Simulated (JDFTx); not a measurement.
**AlCl (aluminium monochloride) in JDFTx: the effect of solvation model**

The system is AlCl (aluminium monochloride), in a box.

```
Al Cl
1.0
     9.00000    0.00000    0.00000
     0.00000    9.00000    0.00000
     0.00000    0.00000   12.00000
Al Cl
1 1
Cartesian
  4.5130 4.5210 4.9689
  4.5130 4.5210 7.0991
```

Alike in all runs:

```yaml
Program: JDFTx 1.7.0 (patched build)
Task: solvation
Functional: BP86
Potentials_or_basis: PseudoDojo-SR-PBE-0.5-standard with smoothed tails
Cutoff: 789 eV
Density_cutoff: 3157 eV
k_mesh: 1 × 1 × 1
Occupations: fixed
Spin: no spin polarisation
```

```csv
solvation model,largest force (eV/Å)
GLSSA13 NonlinearPCM,0.99
LA12 LinearPCM,?
SoftSphere LinearPCM,0.94
GLSSA13 LinearPCM,0.97
SCCS_g09 LinearPCM,0.82
SCCS_g09beta LinearPCM,0.84
```

**Question.** What does the run with solvation model LA12 LinearPCM give?

**Answer.** Largest force 5.29 eV/Å.

Caveats: forces may be off by hundredths of an eV/Å; forces in the liquid are good to some per cent; the liquid is a continuum model, checked here against plausible ranges alone; the potentials were made for another functional, which shifts forces and pressure.
